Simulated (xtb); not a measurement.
**CH3FO2Si (SMILES O=C(O)[SiH2]F) at GFN2-xTB (symmetry threshold 0.0001)**

We compute vibrational wavenumbers of CH3FO2Si. 

The results are computed with xtb 6.7.1.

6 further runs of the same task are left out: 6 set aside as unsound or not needed.

## Step 1: The system as given

CH3FO2Si: 8 atoms, total charge 0, spin state singlet. As SMILES, `O=C(O)[SiH2]F`. Geometry: optimised at GFN2-xTB. This is one conformer, not always the lowest.

Bond lengths: O1–C2 1.204 Å, C2–O3 1.337 Å, C2–Si4 1.921 Å, Si4–F5 1.608 Å, O3–H6 0.974 Å, Si4–H7 1.450 Å, Si4–H8 1.452 Å. Angles: O1–C2–O3 122.2°, O1–C2–Si4 127.1°, O3–C2–Si4 110.7°, C2–Si4–F5 105.3°, C2–O3–H6 111.6°, C2–Si4–H7 110.8°, C2–Si4–H8 109.6°, F5–Si4–H7 106.2°, F5–Si4–H8 105.5°, H7–Si4–H8 118.5°.

## Step 2: The harmonic vibrations at GFN2-xTB (symmetry threshold 0.0001)

Input file .CHRG:

```
0
```

Input file .UHF:

```
0
```

Input file xtb.inp:

```
$symmetry
   desy=0.0001
$end
```

Input file struc.tmol:

```
$coord
     -2.830753042906      0.243472313897      2.307998105050  o
     -0.800393500085      0.436073200519      1.298544203798  c
      1.168266484766      1.542375565658      2.431699577168  o
      0.116652793673     -0.727922503206     -2.015241733823  si
      2.146842261142     -2.941264226674     -1.554564299162  f
      0.744778860238      2.098994395667      4.133246774304  h
     -2.022895124628     -1.903048693804     -3.259588592367  h
      1.477501267800      1.251301050682     -3.342056240446  h
$end
```

Run with:

```sh
$ xtb --hess --input xtb.inp -- struc.tmol > xtb.out 2> xtb.err
```

What values should one expect? Wanted: total energy; dipole moment; HOMO energy; LUMO energy; HOMO–LUMO gap; dispersion energy; mean polarisability; lowest harmonic wavenumber; highest harmonic wavenumber.

Computed results:

Level: GFN2-xTB (symmetry threshold 0.0001).

| quantity | value |
| --- | --- |
| total energy | -18.32273 Eh |
| dipole moment | 1.87 D |
| HOMO energy | -10.97 eV |
| LUMO energy | -7.31 eV |
| HOMO–LUMO gap | 3.66 eV |
| dispersion energy | -10.35 kJ/mol |
| mean polarisability (D4 model) | 51.5 bohr³ |
| lowest harmonic wavenumber | 24 cm⁻¹ |
| highest harmonic wavenumber | 3376 cm⁻¹ |
| zero-point energy | 109.1 kJ/mol |

In words: All 18 modes are real, though the softest (24 cm⁻¹) is within numerical noise. Mulliken charges run from -0.41 on O1 to +0.53 on Si4.
